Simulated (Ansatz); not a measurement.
Crystal: BiTe.

```xyz
2
Lattice="2.4227 1.3988 3.3173 -2.4227 1.3988 3.3173 0.0000 -2.7975 3.3173" Properties=species:S:1:pos:R:3 pbc="T T T"
Bi    0.0000    0.0000    4.9759
Te    0.0000    0.0000    0.0000
```

The cell comes from a database or a generator and needn't be the stable form of this composition.

```yaml
Program: Ansatz 0.2.0
Task: relaxation of cell and atoms
Functional: BLYP
Potentials_or_basis: Ansatz PAW
Cutoff: "420 eV (not typed: the program's choice for these potentials)"
k_mesh: 7 × 7 × 7
Occupations: fermi-dirac, width 0.05 eV
Spin: no spin polarisation
```

At the start: volume 33.72 Å³/atom.

Problem. How do energy, volume and symmetry change on relaxing?

Solution. It ends after 11 steps and the volume is 37.22 Å³/atom (+10.4 %); space group R-3m (No. 166, to 0.05 Å).

The path:
| step | energy change (eV) | largest force (eV/Å) | volume (Å³) |
| --- | --- | --- | --- |
| 1 | 0.0000 | 0.0000 | 67.45 |
| 2 | -0.0639 | 0.0000 | 75.04 |
| 3 | -0.0727 | 0.0000 | 74.03 |
| 4 | -0.0803 | 0.0000 | 73.54 |
| 5 | -0.0855 | 0.0000 | 73.73 |
| 6 | -0.0859 | 0.0000 | 74.08 |
| 7 | -0.0860 | 0.0000 | 74.26 |
| 8 | -0.0884 | 0.0000 | 74.26 |
| 9 | -0.0887 | 0.0000 | 74.37 |
| 10 | -0.0888 | 0.0000 | 74.44 |
| 11 | -0.0888 | 0.0000 | 74.44 |

Final structure:
```yaml
crystal:
  lattice:
    - [2.38349, 1.37611, 3.78243]
    - [-2.38349, 1.37611, 3.78243]
    - [0.00000, -2.75222, 3.78243]
  atoms:
    - { symbol: Bi, position: [0.50000, 0.50000, 0.50000] }
    - { symbol: Te, position: [0.00000, 0.00000, 0.00000] }
```

Caveat: the plane-wave basis is chosen anew once the cell has moved, so the energies of steps on either side of that aren't comparable; the PAW data sets come from PBE, with cores solved anew for the run's functional, which leaves a small shift of forces and pressure.
